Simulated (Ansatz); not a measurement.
# Cl (diamond type): a single-point run

Aim: a sound single-point run of Cl (diamond type). The structure is shown as the input types it.

Computed with Ansatz 0.2.0 (DFT, LDA, all-electron LAPW, scalar-relativistic, unless a step's input says otherwise).

### Step 1. The system as given

Symmetry: Fd-3m, No. 227, cubic system. The conventional cell has a = 6.187 Å, b = 6.187 Å, c = 6.187 Å, α = 90.00°, β = 90.00°, γ = 90.00°. Cl (site symmetry -43m) is surrounded by 4 Cl at 2.68 Å.

Coordinates:

```cif
data_structure
_symmetry_space_group_name_H-M 'P 1'
_symmetry_Int_Tables_number 1
_cell_length_a 4.3749
_cell_length_b 4.3749
_cell_length_c 4.3749
_cell_angle_alpha 60.000
_cell_angle_beta 60.000
_cell_angle_gamma 60.000
_cell_volume 59.21
loop_
_atom_site_label
_atom_site_type_symbol
_atom_site_fract_x
_atom_site_fract_y
_atom_site_fract_z
_atom_site_occupancy
Cl1 Cl 0.87500 0.87500 0.87500 1
Cl2 Cl 0.12500 0.12500 0.12500 1
```

### Step 2. The run

input.yaml

```yaml
crystal:
  lattice:
    - [0.0, 3.0935300979, 3.0935300979]
    - [3.0935300979, 0.0, 3.0935300979]
    - [3.0935300979, 3.0935300979, 0.0]
  atoms:
    - { symbol: Cl, position: [-0.125, -0.125, -0.125] }
    - { symbol: Cl, position: [0.125, 0.125, 0.125] }
kpoints:
  mp_grid: { grid: [11, 10, 12] }
  band_path:
    path:
      - [0.0, 0.0, 0.0]
      - [0.5, 0.0, 0.5]
      - [0.625, 0.25, 0.625]
      - [0.375, 0.375, 0.75]
      - [0.0, 0.0, 0.0]
      - [0.5, 0.5, 0.5]
      - [0.5, 0.25, 0.75]
      - [0.5, 0.0, 0.5]
    npoints: 14
scf:
  occupations: { method: fermi_dirac, width: 0.08 }
  max_iter: 50
hamiltonian:
  xc: lda
  pseudopotentials: { kind: all_electron, lapw: { basis_error: 0.001 } }
output:
  forces: true
  stress: true
  eigenvalues: true
  populations: true
```

On the command line:

```console
> ansatz run input.yaml --threads 1 --pin off --max-ram 2048MiB --backend cpu --events-out ev --progress --plain --runs-dir out
```

Q: Will this input give a usable result? If not, why, and what should change?

This run ends as converged, with warnings (symmetry narrowed by mesh). Its log warns: «crystal.symmetry: narrowed to the stabiliser of the k-point mesh — unitary ops 48 → 2; excluded 46 operations that carry a point of the 11×10×12 mesh (shift [0, 0 ...»

In the input, kpoints.mp_grid.grid is [11, 10, 12]. The risk: uneven k-mesh. It still converged here, which does not make the setting sound.

Run again and compare: set kpoints.mp_grid.grid to [11, 11, 11].
